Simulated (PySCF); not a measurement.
**How the numerical set-up moves the result for RbC⁺**

Which parts of the numerical set-up matter for RbC⁺? Each run edits the base script.

Program: PySCF 2.14.0. Level of theory: method and basis as typed in the scripts. These are calculated values, not measurements.

2 further runs of the same task are left out: 2 that didn't finish.

**1. The starting structure**

RbC⁺: 2 atoms, charge 1, spin multiplicity 1.

Bond lengths: Rb1–C2 2.583 Å.

**2. Base script**

File input.py:

```python
from pyscf import gto, dft

mol = gto.M(
    atom='Rb 0 0 0; C 0 0 2.583',
    basis='jorge-dzp-dkh',
    charge=1,
    spin=0,
    verbose=4,
)
mf = dft.RKS(mol, xc='pbe')
mf = mf.sfx2c1e()
mf = mf.newton()
mf.kernel()
g = mf.nuc_grad_method()
g.grid_response = True
g.kernel()
mf.dip_moment()
print('orbital energies (hartree):', mf.mo_energy[..., max(0, mol.nelec[1]-3):mol.nelec[0]+3].round(4))
```

On the command line:

```
OMP_NUM_THREADS=1 python input.py
```

Its log is not repeated here.

Base result: E(SCF) = -3017.938934 Eh, 3 macro-iterations, gradient on the second atom -0.0130 Eh/bohr.

The bond length is a typed value, not an optimised one. The dipole of an ion depends on the origin.

**3. Sbkjc (core potential on, X2C off)**

Run 1 changes basis set: jorge-dzp-dkh → sbkjc; core potential: off → on; spin-free X2C: on → off. The core potential changes with it: totals don't compare.

File input.py:

```python
from pyscf import gto, dft

mol = gto.M(
    atom='Rb 0 0 0; C 0 0 2.583',
    basis='sbkjc',
    ecp={'Rb': 'sbkjc', 'C': 'sbkjc'},
    charge=1,
    spin=0,
    verbose=4,
)
mf = dft.RKS(mol, xc='pbe')
mf = mf.newton()
mf.kernel()
g = mf.nuc_grad_method()
g.grid_response = True
g.kernel()
mf.dip_moment()
print('orbital energies (hartree):', mf.mo_energy[..., max(0, mol.nelec[1]-3):mol.nelec[0]+3].round(4))
```

On the command line:

```
OMP_NUM_THREADS=1 python input.py
```

**4. Integration grid 0**

Run 2 changes integration grid: default → 0.

input.py: that of step 2 with these lines changed.

```diff
@@ -11,2 +11,3 @@
 mf = mf.sfx2c1e()
+mf.grids.level = 0
 mf = mf.newton()
```

**5. Cc-pvdz-dk**

Run 3 changes basis set: jorge-dzp-dkh → cc-pvdz-dk.

input.py: that of step 2 with these lines changed.

```diff
@@ -4,3 +4,3 @@
     atom='Rb 0 0 0; C 0 0 2.583',
-    basis='jorge-dzp-dkh',
+    basis='cc-pvdz-dk',
     charge=1,
```

**6. Def2-svp (core potential on, X2C off)**

Run 4 changes basis set: jorge-dzp-dkh → def2-svp; core potential: off → on; spin-free X2C: on → off. The core potential changes with it: totals don't compare.

input.py: that of step 2 with these lines changed.

```diff
@@ -4,3 +4,4 @@
     atom='Rb 0 0 0; C 0 0 2.583',
-    basis='jorge-dzp-dkh',
+    basis='def2-svp',
+    ecp={'Rb': 'def2-svp'},
     charge=1,
@@ -10,3 +11,2 @@
 mf = dft.RKS(mol, xc='pbe')
-mf = mf.sfx2c1e()
 mf = mf.newton()
```

**7. Integration grid (99, 590)**

Run 5 changes integration grid: default → (99, 590).

input.py: that of step 2 with these lines changed.

```diff
@@ -11,2 +11,3 @@
 mf = mf.sfx2c1e()
+mf.grids.atom_grid = (99, 590)
 mf = mf.newton()
```

**8. Integration grid 4**

Run 6 changes integration grid: default → 4.

input.py: that of step 2 with these lines changed.

```diff
@@ -11,2 +11,3 @@
 mf = mf.sfx2c1e()
+mf.grids.level = 4
 mf = mf.newton()
```

Before running it: what results should come out? Wanted: for each run, E(SCF); from base; gap.

As calculated:

```
                                  run  E(SCF) (hartree)  from base (eV)   cycles  gap (eV)  functions
                                 base      -3017.938934               0  3 macro     -0.89         51
   sbkjc (core potential on, X2C off)         -5.317580  not comparable  6 macro     -0.63         16
     integration grid 0 (poor choice)      -3017.925961         +0.3530  7 macro     -0.91         51
                           cc-pvdz-dk      -3018.133669         -5.2990  3 macro     -0.80         50
def2-svp (core potential on, X2C off)        -61.592563  not comparable  3 macro     -0.86         38
           integration grid (99, 590)      -3017.939045         -0.0030  3 macro     -0.89         51
                   integration grid 4      -3017.939010         -0.0021  3 macro     -0.89         51
```

In words: The largest comparable shift of the SCF energy, -5.299 eV, comes with the run “cc-pvdz-dk”. cc-pvdz-dk (50 functions) gives an energy 5.30 eV lower than jorge-dzp-dkh (51); size alone doesn't order basis sets of different families. Rows marked «poor choice» come from settings spoiled on purpose.
